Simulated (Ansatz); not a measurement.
# Sn: the cost of one run

Computed with Ansatz 0.2.0 (DFT LDA, frozen-core PAW and all-electron LAPW, scalar-relativistic unless said, unless a step's input says otherwise).

## Step 1: The system as given

It takes space group Fd-3m (No. 227, cubic). Conventional cell: a = 6.467 Å, b = 6.467 Å, c = 6.467 Å, α = 90.00°, β = 90.00°, γ = 90.00°. Around Sn (site symmetry -43m) lie 4 Sn at 2.80 Å.

Coordinates:

```
CELL_PARAMETERS angstrom
0.00000 3.23334 3.23334
3.23334 0.00000 3.23334
3.23334 3.23334 0.00000
ATOMIC_POSITIONS crystal
Sn 0.50000 0.50000 0.50000
Sn 0.75000 0.75000 0.75000
```

Cartesian axes are those of the input's lattice vectors. The structure goes back to a database entry.

## Step 2: Cell and atoms relaxed, PAW

input.yaml reads:

```yaml
crystal:
  lattice:
    - [0.0, 3.2333428, 3.2333428]
    - [3.2333428, 0.0, 3.2333428]
    - [3.2333428, 3.2333428, 0.0]
  atoms:
    - { symbol: Sn, position: [0.5, 0.5, 0.5] }
    - { symbol: Sn, position: [0.75, 0.75, 0.75] }
kpoints:
  mp_grid: { grid: [10, 10, 10] }
scf:
  occupations: { method: fermi_dirac, width: 0.1 }
hamiltonian:
  xc: lda
  pseudopotentials: { kind: paw }
relax:
  f_tol: 0.002
  max_steps: 80
  cell: {}
output:
  forces: true
  stress: true
```

Command:

```sh
ansatz run input.yaml --threads 1 --pin off --max-ram 3072MiB --backend cpu --events-out ev --progress --plain --runs-dir out
```

Q: Estimate wall time and peak memory on 1 thread of AMD EPYC 9R45 (Zen 5), shared host.

About 2.9 s, with a peak of 0.42 GiB.
